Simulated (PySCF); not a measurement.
# CH₈NSi₂+: fields and orbitals, part 2 of 2

Aim: take CH₈NSi₂+ and see where an electron leaves and enters and localise its valence orbitals.

PySCF 2.14.0; Gaussian basis, gas phase. The steps go on from the part before.

## Step 4: Localised orbitals (B3LYP/cc-pvtz)

File input.py:

```python
import numpy as np
from pyscf import gto, scf, dft, lo
from pyscf.data.elements import chemcore

def solve(mol, dm0=None, hcore=None):
    mf = (dft.UKS if mol.spin else dft.RKS)(mol, xc='b3lyp')
    mf.grids.level = 3
    mf = mf.density_fit(auxbasis='def2-universal-jkfit')
    mf.conv_tol, mf.max_cycle = 1e-8, 80
    if hcore is not None:
        mf.get_hcore = lambda *args: hcore
    mf.kernel(dm0)
    if not mf.converged:
        mf = mf.newton().run(mf.mo_coeff, mf.mo_occ, max_cycle=30)
    assert mf.converged, 'SCF not converged'
    return mf

mol = gto.M(atom='''
C     -0.00004     1.33575     0.00006
Si    -1.40688     0.04306    -0.00003
N      0.00004    -1.24227     0.00004
Si     1.40688     0.04309    -0.00001
H     -0.00017     1.99522     0.86586
H      0.00013     1.99520    -0.86593
H     -2.11812    -0.19701    -1.24414
H     -2.11813    -0.19702     1.24408
H     -0.00007    -1.86362     0.80465
H      0.00010    -1.86364    -0.80466
H      2.11812    -0.19695     1.24410
H      2.11813    -0.19695    -1.24411
''', basis='cc-pvtz', charge=1, spin=0, verbose=4)
mf = solve(mol)
occ_all = mf.mo_coeff[:, mf.mo_occ > 0]
occ = occ_all[:, chemcore(mol):]
loc = lo.ibo.ibo(mol, occ, iaos=lo.iao.iao(mol, occ_all))
fock, s = mf.get_fock(), mf.get_ovlp()
ortho = lo.orth_ao(mol, 'meta_lowdin')
ortho = lo.vec_lowdin(lo.iao.iao(mol, occ_all), s)
labels = lo.iao.reference_mol(mol).ao_labels(fmt=None)
vir = lo.vvo.livvo(mol, occ_all, mf.mo_coeff[:, mf.mo_occ == 0])
both = np.hstack([loc, vir])
p = (ortho.T @ s @ both) ** 2
pop = np.array([p[[l[0] == a for l in labels]].sum(0) for a in range(mol.natm)])
spd = np.array([[p[[l[0] == a and l[2][-1] == k for l in labels]].sum(0) for k in 'spd'] for a in range(mol.natm)])
eps = np.einsum('pi,pq,qi->i', both, fock, both)
for i in np.argsort(eps):
    top = np.argsort(-pop[:, i])[:3]
    print('%3d %s %9.4f Eh ' % (i + 1, 'occ' if i < loc.shape[1] else 'vir', eps[i]), '  '.join('%s%d %.3f' % (mol.atom_symbol(a), a + 1, pop[a, i]) for a in top))
np.savez('result.npz', c=both, nocc=loc.shape[1], pop=pop, spd=spd, eps=eps, e=mf.e_tot)
```

The run is started by

```sh
$ OMP_NUM_THREADS=1 python input.py
```

The program printed:

```text
[ENV] PYSCF_TMPDIR <dir>
[ENV] PYSCF_MAX_MEMORY 1375
[INPUT] verbose = 4
[INPUT] num. atoms = 12
[INPUT] num. electrons = 48
[INPUT] charge = 1
[INPUT] spin (= nelec alpha-beta = 2S) = 0
[INPUT] symmetry False subgroup None
[INPUT] Mole.unit = angstrom
[INPUT] Symbol           X                Y                Z      unit          X                Y                Z       unit  Magmom
[INPUT]  1 C     -0.000040000000   1.335750000000   0.000060000000 AA   -0.000075589045   2.524201670888   0.000113383567 Bohr   0.0
[INPUT]  2 Si    -1.406880000000   0.043060000000  -0.000030000000 AA   -2.658617890128   0.081371606924  -0.000056691784 Bohr   0.0
[INPUT]  3 N      0.000040000000  -1.242270000000   0.000040000000 AA    0.000075589045  -2.347550072763   0.000075589045 Bohr   0.0
[INPUT]  4 Si     1.406880000000   0.043090000000  -0.000010000000 AA    2.658617890128   0.081428298708  -0.000018897261 Bohr   0.0
[INPUT]  5 H     -0.000170000000   1.995220000000   0.865860000000 AA   -0.000321253441   3.770419358255   1.636238262216 Bohr   0.0
[INPUT]  6 H      0.000130000000   1.995200000000  -0.865930000000 AA    0.000245664396   3.770381563732  -1.636370543045 Bohr   0.0
[INPUT]  7 H     -2.118120000000  -0.197010000000  -1.244140000000 AA   -4.002666698964  -0.372294943801  -2.351083860616 Bohr   0.0
[INPUT]  8 H     -2.118130000000  -0.197020000000   1.244080000000 AA   -4.002685596225  -0.372313841062   2.350970477049 Bohr   0.0
[INPUT]  9 H     -0.000070000000  -1.863620000000   0.804650000000 AA   -0.000132280829  -3.521731400262   1.520568126131 Bohr   0.0
[INPUT] 10 H      0.000100000000  -1.863640000000  -0.804660000000 AA    0.000188972612  -3.521769194784  -1.520587023393 Bohr   0.0
[INPUT] 11 H      2.118120000000  -0.196950000000   1.244100000000 AA    4.002666698964  -0.372181560233   2.351008271571 Bohr   0.0
[INPUT] 12 H      2.118130000000  -0.196950000000  -1.244110000000 AA    4.002685596225  -0.372181560233  -2.351027168833 Bohr   0.0

nuclear repulsion = 230.081566345279
number of shells = 84
number of NR pGTOs = 330
number of NR cGTOs = 240
basis = cc-pvtz
ecp = {}

******** <class 'pyscf.df.df_jk.DFRKS'> ********
method = DFRKS
initial guess = minao
damping factor = 0
level_shift factor = 0
DIIS = <class 'pyscf.scf.diis.CDIIS'>
diis_start_cycle = 1
diis_space = 8
diis_damp = 0
SCF conv_tol = 1e-08
SCF conv_tol_grad = None
SCF max_cycles = 80
direct_scf = False
XC library pyscf.dft.libxc version 7.0.0
    S. Lehtola, C. Steigemann, M. J.T. Oliveira, and M. A.L. Marques.,  SoftwareX 7, 1–5 (2018)
XC functionals = b3lyp
    P. J. Stephens, F. J. Devlin, C. F. Chabalowski, and M. J. Frisch.,  J. Phys. Chem. 98, 11623 (1994)
radial grids:
    Treutler-Ahlrichs [JCP 102, 346 (1995); DOI:10.1063/1.469408] (M4) radial grids

becke partition: Becke, JCP 88, 2547 (1988); DOI:10.1063/1.454033
pruning grids: <function nwchem_prune at 0x79d3f696dee0>
grids dens level: 3
symmetrized grids: False
atomic radii adjust function: <function treutler_atomic_radii_adjust at 0x79d3f696e3e0>
small_rho_cutoff = 0
Set gradient conv threshold to 0.0001
Initial guess from minao.
tot grids = 144848
******** <class 'pyscf.df.df.DF'> ********
auxbasis = def2-universal-jkfit
init E= -676.885258203295
  HOMO = -0.340258096011661  LUMO = -0.079840439411047  gap/eV = 7.08633
cycle= 1 E= -676.502387819777  delta_E= 0.383  |g|= 0.476  |ddm|= 2.16
  HOMO = -0.451830649217994  LUMO = -0.225617207714558  gap/eV = 6.15558
cycle= 2 E= -676.471296768662  delta_E= 0.0311  |g|= 0.58  |ddm|= 0.601
  HOMO = -0.500228147827555  LUMO = -0.227914903839872  gap/eV = 7.41002
cycle= 3 E= -676.55251146259  delta_E= -0.0812  |g|= 0.0698  |ddm|= 0.362
  HOMO = -0.488822119867175  LUMO = -0.220805821152  gap/eV = 7.29309
cycle= 4 E= -676.553799891813  delta_E= -0.00129  |g|= 0.0199  |ddm|= 0.0575
  HOMO = -0.489622784455722  LUMO = -0.221724004459702  gap/eV = 7.28990
cycle= 5 E= -676.553882150741  delta_E= -8.23e-05  |g|= 0.00715  |ddm|= 0.0138
  HOMO = -0.490143230165305  LUMO = -0.221685368207121  gap/eV = 7.30511
cycle= 6 E= -676.553892460348  delta_E= -1.03e-05  |g|= 0.00228  |ddm|= 0.00465
  HOMO = -0.490001516204643  LUMO = -0.221661349586673  gap/eV = 7.30191
cycle= 7 E= -676.553893628718  delta_E= -1.17e-06  |g|= 0.000245  |ddm|= 0.00125
  HOMO = -0.490031760379793  LUMO = -0.221678655567096  gap/eV = 7.30226
cycle= 8 E= -676.553893643125  delta_E= -1.44e-08  |g|= 2.99e-05  |ddm|= 0.00017
  HOMO = -0.490031227971425  LUMO = -0.221679077226224  gap/eV = 7.30223
cycle= 9 E= -676.553893643372  delta_E= -2.47e-10  |g|= 2.75e-06  |ddm|= 2.55e-05
  HOMO = -0.490031273820572  LUMO = -0.221678845405567  gap/eV = 7.30224
Extra cycle  E= -676.553893643374  delta_E= -2.05e-12  |g|= 1.81e-06  |ddm|= 3.18e-06
converged SCF energy = -676.553893643374
 Iterative localization: IB/P4/2x2, 7 iter; Final gradient 3.41e-09
 Iterative localization: IB/P4/2x2, 9 iter; Final gradient 8.05e-10
  1 occ   -0.8482 Eh  N3 0.654  H9 0.338  Si2 0.003
  5 occ   -0.8482 Eh  N3 0.654  H10 0.338  Si4 0.003
  6 occ   -0.6894 Eh  N3 0.777  Si4 0.210  C1 0.003
  8 occ   -0.6894 Eh  N3 0.777  Si2 0.210  C1 0.003
  7 occ   -0.6625 Eh  C1 0.591  H5 0.396  Si2 0.005
  2 occ   -0.6625 Eh  C1 0.591  H6 0.396  Si4 0.005
 12 occ   -0.6158 Eh  C1 0.617  Si2 0.365  Si4 0.012
 11 occ   -0.6158 Eh  C1 0.616  Si4 0.365  Si2 0.012
  3 occ   -0.6086 Eh  H12 0.529  Si4 0.468  H11 0.001
  9 occ   -0.6086 Eh  H7 0.529  Si2 0.468  H8 0.001
  4 occ   -0.6086 Eh  H8 0.529  Si2 0.468  H7 0.001
 10 occ   -0.6086 Eh  H11 0.529  Si4 0.468  H12 0.001
 17 vir   -0.1070 Eh  Si2 0.787  N3 0.196  C1 0.010
 18 vir   -0.1069 Eh  Si4 0.787  N3 0.196  C1 0.010
 23 vir   -0.0014 Eh  Si4 0.633  C1 0.353  N3 0.010
 13 vir   -0.0013 Eh  Si2 0.633  C1 0.353  N3 0.010
 20 vir    0.0290 Eh  Si4 0.522  H12 0.454  C1 0.012
 19 vir    0.0290 Eh  Si2 0.522  H7 0.454  C1 0.012
 24 vir    0.0290 Eh  Si2 0.522  H8 0.454  C1 0.012
 21 vir    0.0290 Eh  Si4 0.522  H11 0.454  C1 0.012
 14 vir    0.0660 Eh  H10 0.656  N3 0.340  C1 0.001
 22 vir    0.0661 Eh  H9 0.656  N3 0.340  C1 0.001
 16 vir    0.1706 Eh  H6 0.597  C1 0.399  N3 0.001
 15 vir    0.1707 Eh  H5 0.597  C1 0.399  N3 0.001
```

Run time: 19 s. Hardware: 1 thread of Intel Xeon 6975P-C (Granite Rapids), shared host; peak memory 0.89 GiB.

## Step 5: Analysis of result.npz

Intrinsic bond orbitals (IBO), occupied:

- σ bond N3–H9 (N3 65 %, H9 34 %; −23.1 eV)
- σ bond N3–H10 (N3 65 %, H10 34 %; −23.1 eV)
- σ bond N3–Si4 (N3 78 %, Si4 21 %; −18.8 eV)
- σ bond N3–Si2 (N3 78 %, Si2 21 %; −18.8 eV)
- σ bond C1–H5 (C1 59 %, H5 40 %; −18.0 eV)
- σ bond C1–H6 (C1 59 %, H6 40 %; −18.0 eV)
- σ bond C1–Si2 (C1 62 %, Si2 36 %; −16.8 eV)
- σ bond C1–Si4 (C1 62 %, Si4 36 %; −16.8 eV)
- σ bond H12–Si4 (H12 53 %, Si4 47 %; −16.6 eV)
- σ bond H7–Si2 (H7 53 %, Si2 47 %; −16.6 eV)
- σ bond H8–Si2 (H8 53 %, Si2 47 %; −16.6 eV)
- σ bond H11–Si4 (H11 53 %, Si4 47 %; −16.6 eV)

## Step 6: Outcome

The summary covers parts 1 to 2.

| quantity | value |
| --- | --- |
| vertical ionisation energy (wB97X/def2-svp) | 15.85 eV |
| vertical electron affinity (wB97X/def2-svp) | 3.62 eV |
| localised occupied orbitals above −45 eV (B3LYP/cc-pvtz) | 12 |

The ionisation energy from two SCF runs, 15.85 eV, lies 0.1 eV below −ε(HOMO) = 15.95 eV of the same level, wB97X/def2-svp. The geometry was not optimised at these levels.
